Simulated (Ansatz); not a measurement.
# Al: the cost of one run

Program: Ansatz 0.2.0. Level of theory: DFT r2SCAN, scalar-relativistic, plane waves, PAW. These are calculated values, not measurements.

3 further runs of the same task are left out: 3 set aside as unsound or not needed. Runs told in other sessions of the task aren't counted.

## (1) The structure to begin with

It takes space group Im-3m (No. 229, cubic). Conventional cell: a = 3.189 Å, b = 3.189 Å, c = 3.189 Å, α = 90.00°, β = 90.00°, γ = 90.00°. Around Al (site symmetry m-3m) lie 8 Al at 2.76 Å.

Structure file:

```
CELL_PARAMETERS angstrom
-1.59437 1.59437 -1.59437
-1.59437 -1.59437 1.59437
0.00000 6.37747 6.37747
ATOMIC_POSITIONS crystal
Al 0.00000 0.00000 0.00000
Al 0.50000 0.50000 0.25000
Al 0.00000 0.00000 0.50000
Al 0.50000 0.50000 0.75000
```

It goes back to an entry of the Materials Project, which need not be the stable form.

It is built from the cell relaxed beforehand with the same method (16.21 Å³/atom).

## (2) The reference: the undisturbed cell on the scan's mesh

Input file input.yaml:

```yaml
crystal:
  lattice:
    - [-1.5943685756, 1.5943685756, -1.5943685756]
    - [-1.5943685756, -1.5943685756, 1.5943685756]
    - [0.0, 6.3774743023, 6.3774743023]
  atoms:
    - { symbol: Al, position: [0.0, 0.0, 0.0] }
    - { symbol: Al, position: [0.5, 0.5, 0.25] }
    - { symbol: Al, position: [0.0, 0.0, 0.5] }
    - { symbol: Al, position: [0.5, 0.5, 0.75] }
basis:
  ecutwfc: 500
kpoints:
  mp_grid: { grid: [22, 22, 7] }
hamiltonian:
  xc: r2scan
scf:
  occupations: { method: gaussian, width: 0.15 }
output:
  forces: true
  stress: true
  eigenvalues: true
  write_density: true
  write_potential: true
  elf: true
  volumetric_format: npy
```

On the command line:

```console
$ ansatz run input.yaml --threads 2 --pin off --max-ram 5120MiB --backend cpu --events-out ev --progress --plain --runs-dir out
```

Q: Estimate wall time and peak memory on 2 threads of Arm Neoverse V2, shared host.

About 33 s, with a peak of 0.91 GiB.
